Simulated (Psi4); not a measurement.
# singlet InHCl+: levels of theory compared

Wanted: a comparison of 6 runs (BLYP/def2-TZVPP, M06-L/def2-TZVPP, PBE/def2-TZVPP, SVWN5/def2-TZVPP, r2SCAN/def2-TZVPP, revPBE/def2-TZVPP) of singlet InHCl+. 

The results are computed with Psi4 1.11.

1 further run of the same task is left out (set aside as unsound or not needed).

### 1 The structure to begin with

The species is InHCl+ (3 atoms), meant as a singlet with charge +1. As SMILES of the parent species, `[Cl][InH]`. The shape is that of a PBE0-D4/def2-TZVP optimisation. That shape belongs to the parent species and isn't relaxed for this state.

Bond lengths: Cl1–In2 2.365 Å, In2–H3 1.773 Å. Angles: Cl1–In2–H3 115.3°.

### 2 Energy and forces at BLYP/def2-TZVPP (core potential) (run 1)

File job.py:

```python
import psi4

psi4.set_memory(1600000000)
psi4.set_num_threads(1)
psi4.set_output_file('run.log', False)

geom = psi4.geometry("""
1 1
Cl    -1.649800     0.396800    -0.867400
In     0.409500     0.542400     0.286100
H      1.229400    -1.003900     0.568100
symmetry c1
no_reorient
no_com
""")

psi4.set_options({
    'basis': 'def2-TZVPP',
    'puream': True,
    'e_convergence': 1e-09,
    'd_convergence': 1e-08,
    'scf_type': 'pk',
    'dft_radial_points': 99,
    'dft_spherical_points': 590,
})

e_tot, wfn = psi4.gradient("blyp", return_wfn=True)
psi4.oeprop(wfn, "WIBERG_LOWDIN_INDICES", "MAYER_INDICES", "DIPOLE")
print('gradient / Eh bohr^-1')
print(e_tot.np.round(6))
print(f'energy = {wfn.energy():.10f} Eh')
for k, v in sorted(psi4.core.scalar_variables().items()):
    print(f'{k:45s} {v:18.10f}')
```

Run with:

```sh
python job.py
```

run.log:

```text
[...]
    !!!  WARNING: ECP capability is in beta. Please check occupations closely.  !!!
[...]
  Running in c1 symmetry.
[...]
  Nuclear repulsion =   88.717601164286506
[...]
  Multiplicity = 1
[...]
  Nalpha       = 19
  Nbeta        = 19
[...]
    Number of basis functions: 106
[...]
   @RKS iter   1:  -650.50632843229278   -4.76246e-01   5.46456e-03 ADIIS/DIIS
[...]
   @RKS iter  12:  -650.61885455304093   -3.97904e-12   2.40731e-09 DIIS
[...]
    Orbital Energies [Eh]
    ---------------------
    Doubly Occupied:
       1A   -100.932862     2A     -9.378813     3A     -7.208992
       4A     -7.200616     5A     -7.200493     6A     -4.772211
       7A     -3.213729     8A     -3.211843     9A     -3.205260
      10A     -0.984808    11A     -0.975058    12A     -0.973069
      13A     -0.969510    14A     -0.968118    15A     -0.916560
      16A     -0.621928    17A     -0.524648    18A     -0.483277
      19A     -0.482656
[...]
  @RKS Final Energy:  -650.61885455304093
   => Energetics <=
    Nuclear Repulsion Energy =             88.7176011642865063
    One-Electron Energy =               -1138.3644397004832172
    Two-Electron Energy =                 444.0247626455160912
    DFT Exchange-Correlation Energy =     -44.9967786623603203
    Empirical Dispersion Energy =           0.0000000000000000
    VV10 Nonlocal Energy =                  0.0000000000000000
    Total Energy =                       -650.6188545530409328
[...]
  -Total Gradient:
     Atom            X                  Y                   Z
    ------   -----------------  -----------------  -----------------
       1       -0.012450681011    -0.011410527854    -0.008137660253
       2        0.018909582911     0.025666670342     0.013280303606
       3       -0.006457294019    -0.014257870639    -0.005141946224
[...]
 Multipole Moments:
 ------------------------------------------------------------------------------------
     Multipole            Electronic (a.u.)      Nuclear  (a.u.)        Total (a.u.)
 ------------------------------------------------------------------------------------
 L = 1.  Multiply by 2.5417464519 to convert [e a0] to [Debye]
 Dipole X            :         35.4594254          -34.4264636            1.0329618
 Dipole Y            :        -31.2362895           32.3749770            1.1386874
 Dipole Z            :         16.1346393          -15.4383066            0.6963327
 Magnitude           :                                                    1.6877495
[...]
```

The script printed:

```text
gradient / Eh bohr^-1
[[-0.012451 -0.011411 -0.008138]
 [ 0.01891   0.025667  0.01328 ]
 [-0.006457 -0.014258 -0.005142]]
energy = -650.6188545530 Eh
CURRENT ENERGY                                   -650.6188545530
CURRENT REFERENCE ENERGY                         -650.6188545530
DD SOLVATION ENERGY                                 0.0000000000
DFT FUNCTIONAL TOTAL ENERGY                      -650.6188545530
DFT TOTAL ENERGY                                 -650.6188545530
DFT VV10 ENERGY                                     0.0000000000
DFT XC ENERGY                                     -44.9967786624
GRID ELECTRONS ALPHA                               18.9999999985
GRID ELECTRONS BETA                                18.9999999985
GRID ELECTRONS TOTAL                               37.9999999970
NUCLEAR REPULSION ENERGY                           88.7176011643
ONE-ELECTRON ENERGY                             -1138.3644397005
PCM POLARIZATION ENERGY                             0.0000000000
PE ENERGY                                           0.0000000000
SCF ITERATION ENERGY                             -650.6188545530
SCF ITERATIONS                                     12.0000000000
SCF TOTAL ENERGY                                 -650.6188545530
TWO-ELECTRON ENERGY                               444.0247626455
XC GRID RADIAL POINTS                              99.0000000000
XC GRID SPHERICAL POINTS                          590.0000000000
XC GRID TOTAL POINTS                           167968.0000000000
```

It took 18 s on 1 thread of Intel Xeon Platinum 8488C (Sapphire Rapids), shared host; peak memory 0.6 GiB.

### 3 The energy at M06-L/def2-TZVPP (core potential) (run 2)

File run.py:

```python
import psi4

psi4.set_memory(1600000000)
psi4.set_num_threads(1)
psi4.core.set_output_file('run.log', False)

molecule = psi4.geometry("""
1 1
Cl
In 1 2.364842
H 2 1.772795 1 115.25343
symmetry c1
no_reorient
no_com
""")

options = {'basis': 'def2-TZVPP', 'reference': 'rks', 'puream': True, 'e_convergence': 1e-09, 'd_convergence': 1e-08, 'scf_type': 'pk', 'dft_radial_points': 99, 'dft_spherical_points': 590}
psi4.set_options(options)

energy_value, wavefunction = psi4.energy("m06-l", return_wfn=True)
psi4.oeprop(wavefunction, "MULLIKEN_CHARGES", "WIBERG_LOWDIN_INDICES", "LOWDIN_CHARGES")
print(f'total energy {energy_value:.8f} hartree = {energy_value * 27.211386:.5f} eV')
```

Run with:

```sh
python run.py
```

run.log:

```text
[...]
    !!!  WARNING: ECP capability is in beta. Please check occupations closely.  !!!
[...]
  Running in c1 symmetry.
[...]
  Nuclear repulsion =   88.717606027279459
[...]
  Multiplicity = 1
[...]
  Nalpha       = 19
  Nbeta        = 19
[...]
    Number of basis functions: 106
[...]
   @RKS iter   1:  -650.69424959504886   -5.14345e-01   5.35155e-03 ADIIS/DIIS
[...]
   @RKS iter  13:  -650.79703563547184   -3.41061e-13   5.76463e-09 DIIS
[...]
    Orbital Energies [Eh]
    ---------------------
    Doubly Occupied:
       1A   -101.377163     2A     -9.604734     3A     -7.312152
       4A     -7.304489     5A     -7.304441     6A     -4.876170
       7A     -3.296814     8A     -3.294050     9A     -3.284979
      10A     -1.015128    11A     -1.004195    12A     -1.003128
      13A     -0.997703    14A     -0.996433    15A     -0.950442
      16A     -0.628270    17A     -0.534672    18A     -0.491818
      19A     -0.490571
[...]
  @RKS Final Energy:  -650.79703563547184
   => Energetics <=
    Nuclear Repulsion Energy =             88.7176060272794587
    One-Electron Energy =               -1138.8000763706177167
    Two-Electron Energy =                 444.5389084530138462
    DFT Exchange-Correlation Energy =     -45.2534737451475451
    Empirical Dispersion Energy =           0.0000000000000000
    VV10 Nonlocal Energy =                  0.0000000000000000
    Total Energy =                       -650.7970356354718433
[...]
 Multipole Moments:
 ------------------------------------------------------------------------------------
     Multipole            Electronic (a.u.)      Nuclear  (a.u.)        Total (a.u.)
 ------------------------------------------------------------------------------------
 L = 1.  Multiply by 2.5417464519 to convert [e a0] to [Debye]
 Dipole X            :         -2.4587747            2.2406151           -0.2181596
 Dipole Y            :        -36.0767398           34.5207495           -1.5559903
 Dipole Z            :         -0.0000000            0.0000000           -0.0000000
 Magnitude           :                                                    1.5712096
[...]
  Mulliken Charges: (a.u.)
   Center  Symbol    Alpha    Beta     Spin     Total
       1    CL     8.59467  8.59467  0.00000 -0.18934
       2    IN     9.95555  9.95555  0.00000  1.08890
       3     H     0.44978  0.44978  0.00000  0.10044
   Total alpha = 19.00000, Total beta = 19.00000, Total charge =  1.00000
  Lowdin Charges: (a.u.)
   Center  Symbol    Alpha    Beta     Spin     Total
       1    CL     8.39002  8.39002  0.00000  0.21995
       2    IN    10.09939 10.09939  0.00000  0.80122
       3     H     0.51059  0.51059  0.00000 -0.02117
[...]
```

On the terminal:

```text
total energy -650.79703564 hartree = -17709.08934 eV
```

Run time: 20 s. Hardware: 1 thread of Intel Xeon Platinum 8488C (Sapphire Rapids), shared host; peak memory 0.62 GiB.

Runs 3 to 4 aren't shown in full; the table further down has their settings and results.

### 4 Energy and gradient at r2SCAN/def2-TZVPP (core potential) (run 5)

File clhin.json:

```json
{
 "schema_name": "qcschema_input",
 "schema_version": 1,
 "molecule": {
  "schema_name": "qcschema_molecule",
  "schema_version": 2,
  "symbols": ["Cl", "In", "H"],
  "geometry": [-3.11767016, 0.74984333, -1.63914844, 0.77384285, 1.02498745, 0.54065064, 2.3232293, -1.89709606, 1.07355341],
  "molecular_charge": 1,
  "molecular_multiplicity": 1,
  "fix_symmetry": "c1"
 },
 "driver": "gradient",
 "model": {
  "method": "r2scan",
  "basis": "def2-TZVPP"
 },
 "keywords": {
  "puream": true,
  "e_convergence": 1e-09,
  "d_convergence": 1e-08,
  "scf_type": "pk",
  "dft_radial_points": 99,
  "dft_spherical_points": 590,
  "scf_properties": ["DIPOLE", "MAYER_INDICES", "MULLIKEN_CHARGES"]
 }
}
```

Run with:

```sh
psi4 --qcschema clhin.json -n 1 --memory 1600MB
```

stdout, cut to the lines that bear on the results:

```text
[...]
    !!!  WARNING: ECP capability is in beta. Please check occupations closely.  !!!
[...]
  Running in c1 symmetry.
[...]
  Nuclear repulsion =   88.717601216330223
[...]
  Multiplicity = 1
[...]
  Nalpha       = 19
  Nbeta        = 19
[...]
    Number of basis functions: 106
[...]
   @RKS iter   1:  -650.59532067524844   -4.64775e-01   5.19274e-03 ADIIS/DIIS
[...]
   @RKS iter  12:  -650.69343786705394   -3.18323e-12   3.82188e-09 DIIS
[...]
  @RKS Final Energy:  -650.69343786705394
   => Energetics <=
    Nuclear Repulsion Energy =             88.7176012163302232
    One-Electron Energy =               -1138.5952189622169044
    Two-Electron Energy =                 444.2936317335569356
    DFT Exchange-Correlation Energy =     -45.1094518547241634
    Empirical Dispersion Energy =           0.0000000000000000
    VV10 Nonlocal Energy =                  0.0000000000000000
    Total Energy =                       -650.6934378670539445
[...]
 Multipole Moments:
 ------------------------------------------------------------------------------------
     Multipole            Electronic (a.u.)      Nuclear  (a.u.)        Total (a.u.)
 ------------------------------------------------------------------------------------
 L = 1.  Multiply by 2.5417464519 to convert [e a0] to [Debye]
 Dipole X            :         35.8113920          -34.3160511            1.4953410
 Dipole Y            :          4.6504877           -4.3716373            0.2788504
 Dipole Z            :          0.0000000            0.0000000            0.0000000
 Magnitude           :                                                    1.5211187
[...]
  Mulliken Charges: (a.u.)
   Center  Symbol    Alpha    Beta     Spin     Total
       1    CL     8.56228  8.56228  0.00000 -0.12456
       2    IN     9.99268  9.99268  0.00000  1.01464
       3     H     0.44504  0.44504  0.00000  0.10992
   Total alpha = 19.00000, Total beta = 19.00000, Total charge =  1.00000
  Mayer Bond Indices:
[...]
  -Total Gradient:
     Atom            X                  Y                   Z
    ------   -----------------  -----------------  -----------------
       1       -0.028712240165    -0.013111214765    -0.000000000333
       2        0.034152550711     0.033776874247     0.000000000278
       3       -0.006062631023    -0.020166177921     0.000000000005
[...]
```

The result, in JSON:

```text
{
 "driver": "gradient",
 "model": {
  "method": "r2scan",
  "basis": "def2-TZVPP"
 },
 "success": true,
 "return_result": [-0.02871224016491211, -0.013111214764989783, -3.3283123960572407e-10, 0.03415255071105083, 0.03377687424681583, 2.784505340450867e-10, -0.006062631022850436, -0.020166177920541817, 5.122269195526564e-12],
 "properties": {
  "calcinfo_nbasis": 106,
  "calcinfo_nmo": 106,
  "calcinfo_nalpha": 19,
  "calcinfo_nbeta": 19,
  "calcinfo_natom": 3,
  "nuclear_repulsion_energy": 88.71760121633022,
  "return_energy": -650.693437867054,
  "return_gradient": [-0.02871224016491211, -0.013111214764989783, -3.3283123960572407e-10, 0.03415255071105083, 0.03377687424681583, 2.784505340450867e-10, -0.006062631022850436, -0.020166177920541817, 5.122269195526564e-12],
  "scf_one_electron_energy": -1138.595218962217,
  "scf_two_electron_energy": 444.29363173355694,
  "scf_xc_energy": -45.10945185472416,
  "scf_dipole_moment": [1.4953409736808823, 0.2788504169625572, 3.8223665806344265e-08],
  "scf_total_energy": -650.693437867054,
  "scf_total_gradient": [-0.02871224016491211, -0.013111214764989783, -3.3283123960572407e-10, 0.03415255071105083, 0.03377687424681583, 2.784505340450867e-10, -0.006062631022850436, -0.020166177920541817, 5.122269195526564e-12],
  "scf_iterations": 12
 }
}
```

Wall time 27 s (1 thread of Intel Xeon Platinum 8488C (Sapphire Rapids), shared host); peak memory 0.62 GiB.

### 5 Energy and gradient at revPBE/def2-TZVPP (core potential) (run 6)

File calc.inp:

```
memory 1.6 GB

molecule mol {
  1 1
  Cl    -1.649800     0.396800    -0.867400
  In     0.409500     0.542400     0.286100
  H      1.229400    -1.003900     0.568100
  symmetry c1
}

set basis def2-TZVPP
set puream true
set e_convergence 1e-09
set d_convergence 1e-08
set scf_type pk
set dft_radial_points 99
set dft_spherical_points 590

E, wfn = gradient("revpbe", return_wfn=True)
oeprop(wfn, "LOWDIN_CHARGES", "MAYER_INDICES", "WIBERG_LOWDIN_INDICES", title="REVPBE")
```

Run with:

```sh
psi4 -i calc.inp -o calc.out -n 1
```

calc.out:

```text
[...]
    !!!  WARNING: ECP capability is in beta. Please check occupations closely.  !!!
[...]
  Running in c1 symmetry.
[...]
  Nuclear repulsion =   88.717601164286492
[...]
  Multiplicity = 1
[...]
  Nalpha       = 19
  Nbeta        = 19
[...]
    Number of basis functions: 106
[...]
   @RKS iter   1:  -650.51872937922587   -4.78122e-01   5.48033e-03 ADIIS/DIIS
[...]
   @RKS iter  12:  -650.63113992611568   -2.04636e-12   5.20354e-09 DIIS
[...]
    Orbital Energies [Eh]
    ---------------------
    Doubly Occupied:
       1A   -100.884660     2A     -9.383534     3A     -7.200434
       4A     -7.191880     5A     -7.191782     6A     -4.773888
       7A     -3.217891     8A     -3.215706     9A     -3.208165
      10A     -0.989385    11A     -0.980584    12A     -0.978955
      13A     -0.974477    14A     -0.973312    15A     -0.919020
      16A     -0.621914    17A     -0.526674    18A     -0.484749
      19A     -0.483895
[...]
  @RKS Final Energy:  -650.63113992611568
   => Energetics <=
    Nuclear Repulsion Energy =             88.7176011642864921
    One-Electron Energy =               -1138.4519267132350251
    Two-Electron Energy =                 444.1252219839436179
    DFT Exchange-Correlation Energy =     -45.0220363611107643
    Empirical Dispersion Energy =           0.0000000000000000
    VV10 Nonlocal Energy =                  0.0000000000000000
    Total Energy =                       -650.6311399261156794
[...]
 Multipole Moments:
 ------------------------------------------------------------------------------------
     Multipole            Electronic (a.u.)      Nuclear  (a.u.)        Total (a.u.)
 ------------------------------------------------------------------------------------
 L = 1.  Multiply by 2.5417464519 to convert [e a0] to [Debye]
 Dipole X            :         35.7054303          -34.3160511            1.3893792
 Dipole Y            :          4.6179795           -4.3716373            0.2463422
 Dipole Z            :         -0.0000000            0.0000000           -0.0000000
 Magnitude           :                                                    1.4110489
[...]
  -Total Gradient:
     Atom            X                  Y                   Z
    ------   -----------------  -----------------  -----------------
       1       -0.018873408453    -0.011951680532     0.000000000314
       2        0.026877511111     0.027176640199    -0.000000000303
       3       -0.008004103932    -0.015226674854    -0.000000000010
[...]
```

It took 20 s on 1 thread of Intel Xeon Platinum 8488C (Sapphire Rapids), shared host; peak memory 0.58 GiB.

### 6 All runs side by side

```tsv
run	level	task	energy (Eh)	HOMO energy (eV)	LUMO energy (eV)	HOMO–LUMO gap (eV)	wall time
1	BLYP/def2-TZVPP (core potential)	gradient	-650.618855	-13.13	-11.35	1.78	18 s
2	M06-L/def2-TZVPP (core potential)	energy	-650.797036	-13.35	-11.21	2.14	20 s
3	PBE/def2-TZVPP (core potential)	energy	-650.472019	-13.24	-11.35	1.89	11 s
4	SVWN5/def2-TZVPP (core potential)	gradient	-648.848530	-13.43	-11.57	1.86	17 s
5	r2SCAN/def2-TZVPP (core potential)	gradient	-650.693438	-13.49	-11.25	2.24	27 s
6	revPBE/def2-TZVPP (core potential)	gradient	-650.631140	-13.17	-11.26	1.90	20 s
```

### 7 What came out

```
                       quantity          value
            run 6: total energy  -650.63114 Eh
             run 6: HOMO energy      -13.17 eV
             run 6: LUMO energy      -11.26 eV
           run 6: HOMO–LUMO gap        1.90 eV
run 6: largest force on an atom     1.965 eV/Å
```

The HOMO–LUMO gap runs from 1.78 eV (BLYP/def2-TZVPP) to 2.24 eV (r2SCAN/def2-TZVPP). Totals of different functionals can't be ranked against each other. All runs together took 1.9 min, the longest 27 s.
